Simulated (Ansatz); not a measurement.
# Ti2Co: properties at the relaxed cell

The task here is to estimate one member of a computed series from the others.

Method: DFT PBEsol, scalar-relativistic, plane waves, PAW, in Ansatz 0.2.0.

2 further runs of the same task are left out: 2 set aside as unsound or not needed.

### The structure to begin with

Symmetry: Fd-3m, No. 227, cubic system. Conventional cell: a = 6.979 Å, b = 6.979 Å, c = 6.979 Å, α = 90.00°, β = 90.00°, γ = 90.00°. Ti (site symmetry -3m) is surrounded by 6 Ti at 2.47 Å and 6 Co at 2.89 Å. Co (site symmetry -43m) has 12 Ti at 2.89 Å and 4 Co at 3.02 Å in its first shell of neighbours.

Coordinates:

```
CELL_PARAMETERS angstrom
0.00000 3.48951 3.48951
3.48951 0.00000 3.48951
3.48951 3.48951 0.00000
ATOMIC_POSITIONS crystal
Ti 0.62500 0.62500 0.62500
Ti 0.12500 0.62500 0.62500
Ti 0.62500 0.62500 0.12500
Ti 0.62500 0.12500 0.62500
Co 0.00000 0.00000 0.00000
Co 0.25000 0.25000 0.25000
```

It is the result of an earlier relaxation at this level (volume 14.16 Å³/atom; gap on the mesh: none (metal), site moments up to 1.0 μB).

Set-up of the first run:

Contents of input.yaml:

```yaml
crystal:
  lattice:
    - [0.0, 3.4895129944, 3.4895129944]
    - [3.4895129944, 0.0, 3.4895129944]
    - [3.4895129944, 3.4895129944, 0.0]
  atoms:
    - { symbol: Ti, position: [0.625, 0.625, 0.625] }
    - { symbol: Ti, position: [0.125, 0.625, 0.625] }
    - { symbol: Ti, position: [0.625, 0.625, 0.125] }
    - { symbol: Ti, position: [0.625, 0.125, 0.625] }
    - { symbol: Co, position: [0.0, 0.0, 0.0], spin: 1.11 }
    - { symbol: Co, position: [0.25, 0.25, 0.25], spin: 1.11 }
basis:
  ecutwfc: 420
kpoints:
  mp_grid: { grid: [10, 10, 10] }
  band_path:
    path:
      - [[0.0, 0.0, 0.0], [0.5, 0.0, 0.5], [0.625, 0.25, 0.625]]
      - [[0.375, 0.375, 0.75], [0.0, 0.0, 0.0], [0.5, 0.5, 0.5], [0.5, 0.25, 0.75], [0.5, 0.0, 0.5]]
    npoints: 14
hamiltonian:
  xc: pbesol
scf:
  occupations: { method: gaussian, width: 0.1 }
  n_extra_bands: 15
output:
  forces: true
  stress: true
  eigenvalues: true
  populations: true
  dos: { projected: true, de: 0.02, nscf_kmesh: { grid: [15, 15, 15] } }
  bader: true
  write_density: true
  write_potential: true
  elf: true
  volumetric_format: npy
magnetization:
  spin_polarized: true
checkpoint:
  read: start.run
  write: ck
  compress: false
  write_wavefunctions: false
  write_every: 100000
```

On the command line:

```
ansatz run input.yaml --threads 2 --pin off --max-ram 5120MiB --backend cpu --events-out ev --progress --plain --runs-dir out
```

Among the steps run: Bands, states and charges; Back to the database's cell; Point at V/V0 = 0.97; Volume × 1.03; The cell scaled to 0.94 of its volume; Volume × 1.06; Volume × 0.91; Point at V/V0 = 1.10; Point at V/V0 = 0.88.

One table of the session follows, with a row left open; its other results are not shown here.

It belongs to the step «Energy against volume». 

| volume (Å³/atom) | energy above the lowest point (meV/atom) | pressure (GPa) | largest moment (μB) |
| --- | --- | --- | --- |
| 12.464 | 91.3 | 19.56 | 0.46 |
| 12.889 | 48.0 | 13.38 | 0.60 |
| 13.314 | ? | ? | ? |
| 13.739 | 4.6 | 3.72 | 0.87 |
| 14.164 | 0.0 | 0.00 | 1.01 |
| 14.588 | 4.4 | -3.19 | 1.14 |
| 15.013 | 16.7 | -5.94 | 1.25 |
| 15.580 | 43.5 | -9.04 | 1.37 |

**Question.** Estimate the row for volume (Å³/atom) = 13.314.

Worked estimate for «energy above the lowest point (meV/atom)». A straight line through the neighbours (12.889, 48.0) and (13.739, 4.6) gives 48.0 + (4.6 − 48.0) × (13.314 − 12.889) / (13.739 − 12.889) = 26.3; a parabola fitted to 4 rows on both sides gives 19.8.

As computed: energy above the lowest point (meV/atom): 19.9; pressure (GPa): 8.14; largest moment (μB): 0.73. In «energy above the lowest point (meV/atom)» the line misses by +6.4 and the parabola by -0.1.

Limits of these values: Warnings in the runs' records: stability check not made.
